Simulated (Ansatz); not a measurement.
# Be7S: the cost of one run

Program: Ansatz 0.2.0. Level of theory: DFT PBE, scalar-relativistic, plane waves, PAW, unless a step names another level. These are calculated values, not measurements.

14 further runs of the same task are left out: 1 that didn't finish, 13 set aside as unsound or not needed.

## 1. The formula and the candidates

Pauling electronegativities: Be 1.57, S 2.58 (spread 1.01). No set of common oxidation states balances it. Tabulated atomic sizes suggest about 9 Å³/atom. 38 candidates were drawn, by swapping species into database cells of other compounds, at random by space group and Wyckoff sites, or by hand, as the table says:

```csv
name,made from,space group no.,Wyckoff sites,atoms (primitive cell),V (Å³/atom)
c01,database cell of NaMg7,187,"Be 3j, 3k, 1f; S 1a",8,12.4
c02,random,191,"Be 6m, 1b; S 1a",8,9.1
c03,random,38,"Be 4e, 4c, 4c, 2a; S 2a",8,10.9
c04,random,191,"Be 6i, 1a; S 1b",8,9.6
c05,random,123,"Be 2e, 4k, 1d; S 1b",8,9.2
c06,random,221,"Be 6e, 1b; S 1a",8,10.9
c07,random,38,"Be 8f, 2a, 4c; S 2a",8,9.1
c08,random,81,"Be 1d, 4h, 2g; S 1a",8,9.0
c09,random,115,"Be 2f, 4k, 1b; S 1d",8,9.7
c10,random,187,"Be 2h, 3k, 2g; S 1a",8,10.3
c11,random,191,"Be 6l, 1a; S 1b",8,10.7
c12,built by hand: 2x2x1 ordered hcp Be,187,"Be 3j, 3k, 1f; S 1a",8,8.8
c13,built by hand: honeycomb BeS plus Be bilayer,149,"Be 6l, 1c; S 1a",8,8.8
c14,database cell of Mg7Sb,187,"Be 3k, 3j, 1e; S 1b",8,11.5
c15,database cell of Mg7Sn,187,"Be 3j, 3k, 1d; S 1a",8,11.3
c16,random,191,"Be 4h, 1a, 2e; S 1b",8,10.0
c17,database cell of LiMg7,187,"Be 3k, 3j, 1c; S 1f",8,12.4
c18,random,82,"Be 2a, 8g, 2d, 2b; S 2c",8,10.4
c19,random,216,"Be 24f, 4d; S 4c",8,10.4
c20,random,160,"Be 9b, 9b, 3a; S 3a",8,9.0
c21,random,225,"Be 24d, 4a; S 4b",8,9.8
c22,database cell of Zn7Tc,225,"Be 24d, 4b; S 4a",8,8.7
c23,database cell of Mg7Cu,187,"Be 3j, 3k, 1b; S 1e",8,11.7
c24,built by hand: bcc 2x2x2 ordered superstructure,229,"Be 6b, 8c; S 2a",8,8.8
c25,random,156,"Be 6e, 1b; S 1a",8,10.4
c26,random,1,"Be 1a, 1a, 1a, 1a, 1a, 1a, 1a; S 1a",8,11.0
c27,random,221,"Be 6f, 1b; S 1a",8,9.6
c28,random,191,"Be 3g, 4h; S 1b",8,10.0
c29,random,187,"Be 6n, 1e; S 1b",8,9.2
c30,random,97,"Be 8j, 4c, 2a; S 2b",8,10.9
c31,built by hand: layered fcc 1x1x2 superstructure,123,"Be 4i, 1c, 1b, 1d; S 1a",8,8.8
c32,built by hand: Ca7Ge-type ordered fcc,225,"Be 24d, 4b; S 4a",8,8.8
c33,random,99,"Be 2c, 4f, 1b; S 1a",8,9.0
c34,database cell of Si7Ge,215,"Be 4e, 3c; S 1a",8,12.1
c35,random,148,"Be 18f, 3a; S 3b",8,8.9
c36,random,157,"Be 6d, 1a; S 1a",8,11.4
c37,random,119,"Be 2c, 8h, 4e; S 2d",8,11.3
c38,random,221,"Be 6e, 1a; S 1b",8,10.8
```

## 2. Screening run of c03

File input.yaml:

```yaml
crystal:
  lattice:
    - [6.80918186, 0.0, 0.0]
    - [0.0, 3.1236532, 2.05906193]
    - [0.0, -3.1236532, 2.05906193]
  atoms:
    - { symbol: Be, position: [0.5, 0.29488315, 0.0736831] }
    - { symbol: Be, position: [0.5, 0.0736831, 0.29488315] }
    - { symbol: Be, position: [0.77477615, 0.03435786, 0.03435786] }
    - { symbol: Be, position: [0.22522385, 0.03435786, 0.03435786] }
    - { symbol: Be, position: [0.26523059, 0.50583879, 0.50583879] }
    - { symbol: Be, position: [0.73476941, 0.50583879, 0.50583879] }
    - { symbol: Be, position: [0.0, 0.85234955, 0.85234955] }
    - { symbol: S, position: [0.0, 0.31858874, 0.31858874] }
basis:
  ecutwfc: 420
kpoints:
  mp_grid: { grid: [3, 5, 5] }
hamiltonian:
  xc: pbe
scf:
  occupations: { method: gaussian, width: 0.2 }
  lower_state_search: "off"
output:
  forces: true
  stress: true
  eigenvalues: true
relax:
  adjacent_minimum: "off"
  f_tol: 0.08
  max_steps: 16
  cell: { stress_tol: 0.8 }
```

Launch:

```
$ ansatz run input.yaml --threads 1 --pin off --max-ram 2560MiB --backend cpu --events-out ev --progress --plain --runs-dir out
```

What time and memory should one allow on 1 thread of AMD EPYC 7R43 (Zen 3), shared host?

About 23 s, with a peak of 0.37 GiB.
